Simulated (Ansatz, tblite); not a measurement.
# WOCl4 (WCl4O): charged states by level of theory

One table from this session's results is given with a row withheld; the runs are named, their logs left out.

Computed with Ansatz 0.2.0, Gaussian basis. Level: as each input shows.

Levels to be run: charge +1 doublet, at the geometry of the singlet (PBE0-D4/def2-TZVP, PBE-D4/def2-TZVP, ωB97X-V/def2-TZVP, CCSD(T)/def2-SVP); charge -1 doublet, at the geometry of the singlet (PBE0-D4/def2-TZVPD, PBE-D4/def2-TZVPD, ωB97X-V/def2-TZVPD); the starting singlet's energies come from earlier runs.

2 further runs of the same task are left out: 2 set aside as unsound or not needed.

**The geometry**

The singlet was relaxed beforehand with B3LYP-D4/def2-SVP.

6 atoms, charge 0, spin multiplicity 1.

Atoms are counted from 1 here; the program's logs count them from 0.

Bond lengths: W1–O2 1.681 Å, W1–Cl3 2.316 Å, W1–Cl4 2.316 Å, W1–Cl5 2.316 Å, W1–Cl6 2.316 Å. Angles: O2–W1–Cl3 103.9°, O2–W1–Cl4 103.9°, O2–W1–Cl5 103.9°, O2–W1–Cl6 103.9°, Cl3–W1–Cl4 86.7°, Cl3–W1–Cl5 152.1°, Cl3–W1–Cl6 86.7°, Cl4–W1–Cl5 86.7°, Cl4–W1–Cl6 152.2°, Cl5–W1–Cl6 86.7°.

Formally the metal is d0. W takes a core potential in the def2 sets. No spin-orbit coupling is included.

The first run:

in.yaml

```yaml
crystal:
  periodic: [false, false, false]
  atoms:
    - {symbol: W, position_ang: [0.000035, -0.000276, 0.091505]}
    - {symbol: O, position_ang: [0.001500, -0.005517, 1.772080]}
    - {symbol: Cl, position_ang: [2.247954, 0.013328, -0.467436]}
    - {symbol: Cl, position_ang: [-0.012289, 2.249841, -0.458625]}
    - {symbol: Cl, position_ang: [-2.248687, -0.010501, -0.464505]}
    - {symbol: Cl, position_ang: [0.011497, -2.246876, -0.473008]}
basis:
  gaussian: {orbitals: def2-TZVP}
total_charge: 1
magnetization: {spin_polarized: true, initial_magnetization: 1}
hamiltonian: {xc: pbe0, dispersion: d4}
scf: {omitted_lower_state_checks: [starts]}
output: {orbitals: {seedname: orbitals}}
```

Launch:

```bash
> ansatz run in.yaml --threads 4 --pin off --events-out ev --progress --plain --max-ram 4787MiB
```

Among the steps run: Charge +1 doublet at the fixed geometry, PBE0-D4/def2-TZVP; Charge +1 doublet at the fixed geometry, PBE-D4/def2-TZVP; Charge +1 doublet at the fixed geometry, ωB97X-V/def2-TZVP; Charge +1 doublet at the fixed geometry, CCSD(T)/def2-SVP.

One of the session's tables, all rows but one given; the rest of the session is left out.

It belongs to the step «Vertical ionisation energy». 

| method | vertical ionisation energy (eV) |
| --- | --- |
| HF/def2-SVP | 11.13 |
| PBE-D4/def2-TZVP | 10.32 |
| PBE0-D4/def2-TZVP | 10.89 |
| ωB97X-V/def2-TZVP | ? |
| MP2/def2-SVP | 11.12 |
| CCSD/def2-SVP | 11.05 |
| CCSD(T)/def2-SVP | 10.80 |

**Question.** Estimate the row for ωB97X-V/def2-TZVP.

The run gave: vertical ionisation energy (eV): 11.44. In the column «vertical ionisation energy (eV)» it is the highest.
